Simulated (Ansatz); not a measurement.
Hf2Pd2Se2Br2O3:

```
CELL_PARAMETERS angstrom
5.60663 -0.09346 -0.01409
1.61393 5.33512 0.00251
1.36916 1.91529 8.31543
ATOMIC_POSITIONS crystal
Hf 0.23317 0.65161 0.02284
Hf 0.76683 0.34839 0.97716
Pd 0.00000 0.50000 0.50000
Pd 0.00000 0.00000 0.50000
Se 0.02419 0.33917 0.25331
Se 0.97581 0.66083 0.74669
Br 0.50000 0.50000 0.50000
Br 0.50000 0.00000 0.50000
O 0.44792 0.35724 0.92101
O 0.55208 0.64276 0.07899
O 0.00000 0.00000 0.00000
```

The cell was built by a generator and needn't be a form met in nature.

Base run:

| Property | Result |
| --- | --- |
| Program | Ansatz 0.2.0 |
| Functional | PBE |
| Potentials or basis | all-electron LAPW, scalar-relativistic |
| Cutoff | 481 eV (chosen from the basis error) |
| Basis error allowed | 0.002 eV/atom |
| k mesh | 4 × 4 × 3 |
| Occupations | fermi-dirac, width 0.05 eV |
| Spin | no spin polarisation |

Its results: band gap on the k mesh none (metal or under the smearing width); pressure 0.2 GPa; largest force 0.047 eV/Å.

The run is repeated on the same cell with these changes: hubbard terms from none to Hf d U = 6 eV, Pd d U = 6 eV. What comes out?

Band gap on the k mesh none (metal or under the smearing width); pressure 2.9 GPa; largest force 0.690 eV/Å.

Caveats: the k mesh is thin for a metal, which can move the energy by tens of meV per atom; U is the effective U less J, on atomic orbitals that reach past the spheres (some runs); U without spin polarisation on a metal has little footing (some runs).
